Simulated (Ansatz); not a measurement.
# AlBFH5O2: the cost of one run

Program: Ansatz 0.2.0. Level of theory: RKS r2SCAN-D4/def2-SVP. These are calculated values, not measurements.

## Step 1: The starting structure

Bond lengths: B1–F2 1.670 Å, B1–O3 1.410 Å, O3–H4 1.010 Å, B1–H5 1.190 Å, B1–O6 1.710 Å, O6–Al7 1.780 Å, Al7–H8 1.560 Å, Al7–H9 1.560 Å, F2–H10 1.041 Å, O6–H10 1.132 Å, Al7–H10 1.436 Å. Angles (14 of 20 angles, heavy atoms first): F2–B1–O3 120.0°, F2–B1–O6 71.6°, O3–B1–O6 96.8°, B1–O6–Al7 125.0°, B1–F2–H10 80.7°, F2–B1–H5 120.0°, O3–B1–H5 120.0°, H5–B1–O6 101.3°, B1–O3–H4 109.5°, B1–O6–H10 76.7°, Al7–O6–H10 53.7°, O6–Al7–H8 120.0°, O6–Al7–H9 120.0°, O6–Al7–H10 39.4°.

Structure file:

```xyz
10

B     0.0000    0.0000    0.0000
F     0.0000    0.0000    1.6700
O     1.2211    0.0000   -0.7050
H     1.5209   -0.9519   -0.8599
H    -1.0305    0.0000   -0.5950
O     0.0766    1.6210    0.5392
Al    0.7098    2.1426    2.1189
H     1.2046    1.0815    3.1499
H     0.7698    3.6608    2.4724
H     0.0485    1.0264    1.5024
```

## Step 2: A restrained relaxation towards end A

Springs on the bonds that form and break draw the guess towards this end; the thresholds are loose.

input.yaml reads:

```yaml
crystal:
  periodic: [false, false, false]
  atoms:
    - { symbol: B, position_ang: [0.0, 0.0, 0.0] }
    - { symbol: F, position_ang: [0.0, 0.0, 1.67] }
    - { symbol: O, position_ang: [1.2211, 0.0, -0.705] }
    - { symbol: H, position_ang: [1.5209, -0.9519, -0.8599] }
    - { symbol: H, position_ang: [-1.0305, 0.0, -0.595] }
    - { symbol: O, position_ang: [0.0766, 1.621, 0.5392] }
    - { symbol: Al, position_ang: [0.7098, 2.1426, 2.1189] }
    - { symbol: H, position_ang: [1.2046, 1.0815, 3.1499] }
    - { symbol: H, position_ang: [0.7698, 3.6608, 2.4724] }
    - { symbol: H, position_ang: [0.0485, 1.0264, 1.5024] }
basis:
  gaussian: { orbitals: def2-SVP }
hamiltonian:
  xc: r2scan
  dispersion: d4
relax:
  f_tol: 0.15
  max_steps: 25
  restrain:
    - { distance: [0, 5], at: 2.61, k: 30.0 }
    - { distance: [9, 1], at: 2.12, k: 30.0 }
    - { distance: [0, 1], at: 1.32, k: 30.0 }
    - { distance: [9, 5], at: 1.01, k: 30.0 }
output:
  orbitals: {}
```

On the command line:

```
ansatz run input.yaml --threads 4 --pin off --max-ram 5120MiB --backend cpu --events-out ev --progress --plain --runs-dir out
```

Q: Estimate wall time and peak memory on 4 threads of Arm Neoverse V2, shared host.

About 25 s, with a peak of 0.18 GiB.
